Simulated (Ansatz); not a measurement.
# NdScSb2: the cost of one run

Method: DFT PBE, scalar-relativistic, plane waves, PAW; 4f electrons in the core of a trivalent norm-conserving potential, in Ansatz 0.2.0.

1 further run of the same task is left out (it didn't finish).

## (1) The structure to begin with

Symmetry: P4/mmm, No. 123, tetragonal system. Conventional cell: a = 4.034 Å, b = 4.034 Å, c = 5.381 Å, α = 90.00°, β = 90.00°, γ = 90.00°. Nd (site symmetry 4/mmm) is surrounded by 6 Sb at 2.69 to 2.85 Å. Sc (site symmetry 4/mmm) is surrounded by 6 Sb at 2.69 to 2.85 Å. Sb (site symmetry 4/mmm) is surrounded by 2 Nd at 2.69 Å and 4 Sc at 2.85 Å. Sb (site symmetry 4/mmm) has 2 Sc at 2.69 Å and 4 Nd at 2.85 Å in its first shell of neighbours.

Structure file:

```cif
data_structure
_symmetry_space_group_name_H-M 'P4/mmm'
_symmetry_Int_Tables_number 123
_cell_length_a 4.0343
_cell_length_b 4.0343
_cell_length_c 5.3812
_cell_angle_alpha 90.000
_cell_angle_beta 90.000
_cell_angle_gamma 90.000
_cell_volume 87.58
loop_
_atom_site_label
_atom_site_type_symbol
_atom_site_symmetry_multiplicity
_atom_site_Wyckoff_symbol
_atom_site_fract_x
_atom_site_fract_y
_atom_site_fract_z
_atom_site_occupancy
Nd1 Nd 1 a 0.00000 0.00000 0.00000 1
Sc1 Sc 1 d 0.50000 0.50000 0.50000 1
Sb1 Sb 1 b 0.00000 0.00000 0.50000 1
Sb2 Sb 1 c 0.50000 0.50000 0.00000 1
```

A structure generator made this guess: species swapped into a database cell of CaCeN2 (P4/mmm, No. 123), with Nd on the Ca sites, Sc on the Ce sites and Sb on the N sites. Its size is a rough estimate.

## (2) The guess as it stands, on a coarse mesh

Input file input.yaml:

```yaml
crystal:
  lattice:
    - [4.03433187, 0.0, 0.0]
    - [0.0, 4.03433187, 0.0]
    - [0.0, 0.0, 5.381225]
  atoms:
    - { symbol: Nd, position: [0.0, 0.0, 0.0] }
    - { symbol: Sc, position: [0.5, 0.5, 0.5] }
    - { symbol: Sb, position: [0.0, 0.0, 0.5] }
    - { symbol: Sb, position: [0.5, 0.5, 0.0] }
basis:
  ecutwfc: 660
kpoints:
  mp_grid: { grid: [4, 4, 4] }
hamiltonian:
  xc: pbe
  pseudopotentials:
    kind: paw
    azcp: { Nd: "pseudopotentials/pbe/nc/lanthanide_3plus/Nd.nc.azcp" }
scf:
  occupations: { method: gaussian, width: 0.1 }
  lower_state_search: "off"
output:
  forces: true
  stress: true
  eigenvalues: true
```

On the command line:

```bash
ansatz run input.yaml --threads 1 --pin off --max-ram 2560MiB --backend cpu --events-out ev --progress --plain --runs-dir out
```

**Question.** How long does this run take on 1 thread of Arm Neoverse V2, shared host, and how much memory does it need?

About 5.2 s, with a peak of 0.4 GiB.
